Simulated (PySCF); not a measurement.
**Zr(OH)₃: structure of the doublet**

Aim: relax Zr(OH)₃ as a doublet from a PBE0 minimum start, check by its vibrations whether the end is a minimum, and collect its spectrum and constants.

Method: PBE0, basis Zr def2-SVP with ECP28, O def2-SVP, H def2-SVP, scalar-relativistic core potentials, no spin–orbit coupling, density fitting; program: PySCF 2.14.0.

**1. The starting structure**

7 atoms, charge 0, spin multiplicity 2.

Bond lengths: Zr1–O2 1.925 Å, Zr1–O3 1.925 Å, Zr1–O4 1.925 Å, O2–H5 0.955 Å, O3–H6 0.955 Å, O4–H7 0.955 Å. Angles: O2–Zr1–O3 120.0°, O2–Zr1–O4 120.0°, O3–Zr1–O4 120.0°, Zr1–O2–H5 180.0°, Zr1–O3–H6 180.0°, Zr1–O4–H7 180.0°.

```xyz
7
charge 0 multiplicity 2
Zr    0.0000    0.0000    0.0000
O     1.8969   -0.3301    0.0000
O    -0.6626    1.8078    0.0000
O    -1.2343   -1.4777    0.0000
H     2.8382   -0.4939    0.0000
H    -0.9913    2.7049    0.0000
H    -1.8468   -2.2110    0.0000
```

**2. The SCF at the typed geometry**

The steps below are one call of a driver around PySCF. For each, scf.py gives the equivalent set-up of the SCF; relaxations use the driver's own optimiser. After this first run the driver tries any further starts and a stability analysis.

scf.py reads:

```python
from pyscf import gto, scf, dft
mol = gto.M(atom='''
Zr    -0.000000    -0.000000    -0.000000
O      1.896901    -0.330105    -0.000000
O     -0.662571     1.807817    -0.000000
O     -1.234330    -1.477712     0.000000
H      2.838158    -0.493906    -0.000000
H     -0.991344     2.704870    -0.000000
H     -1.846814    -2.210964     0.000000''',
    basis={'Zr': 'def2-SVP', 'O': 'def2-SVP', 'H': 'def2-SVP'},
    ecp={'Zr': 'def2-SVP'},
    charge=0, spin=1)
mf = dft.UKS(mol, xc='PBE0')
mf.grids.atom_grid = (50, 194)
aux = {'Zr': 'def2-universal-JKFIT', 'O': 'def2-universal-JKFIT', 'H': 'def2-universal-JKFIT'}
mf = mf.density_fit(auxbasis=aux)
mf.conv_tol = 1e-08
mf.diis_space = 10
mf.max_cycle = 60
mf.init_guess = 'minao'
mf.verbose = 4
mf.kernel()
```

Command:

```console
> OMP_NUM_THREADS=2 python axn.py task.json out
```

After this run come: PBE0 minimum start, doublet: relaxation; Hessian and properties.

Before running it: what results should come out? Wanted: minimum; geometry; wavenumbers; dipole moment; highest occupied, lowest empty level; polar-tensor charge of Zr1; zero-point energy; atomisation energy; ⟨S²⟩.

As calculated:

| quantity | value |
| --- | --- |
| minimum | doublet, D3h |
| geometry | O–H 0.955 Å (×3), Zr–O 1.925 Å (×3); H–O–Zr 180.0° (×3), O–Zr–O 120.0° (×3) |
| wavenumbers (cm⁻¹) | 83 (a2''), 137 (e'), 256 (a2'), 326 (e'), 421 (e''), 440 (a2''), 700 (a1'), 727 (e'), 4031 (e'), 4035 (a1') |
| dipole moment | 0.00 D |
| highest occupied, lowest empty level (either spin) | -4.32, -1.07 eV |
| polar-tensor charge of Zr1 | +1.63 e |
| zero-point energy | 100.5 kJ/mol |
| entropy at 298.15 K | 342.5 J/(mol K) |
| atomisation energy (no zero-point energy) | 2928 kJ/mol |
| ⟨S²⟩ | 0.752 |

In words: The PBE0 minimum start keeps its D3h symmetry and ends in a minimum. The strongest infrared band lies at 4031 cm⁻¹ (e'). Zr1 has a polar-tensor charge of +1.6 e (a dipole derivative, not a static charge), yet symmetry cancels the bond dipoles. Most of the spin sits on Zr1 (Mulliken spin 1.08, against 1 for the whole molecule). Only this shape and spin were tried, so other structures or states may lie lower. One determinant may miss the lowest occupation of an open d or f shell.
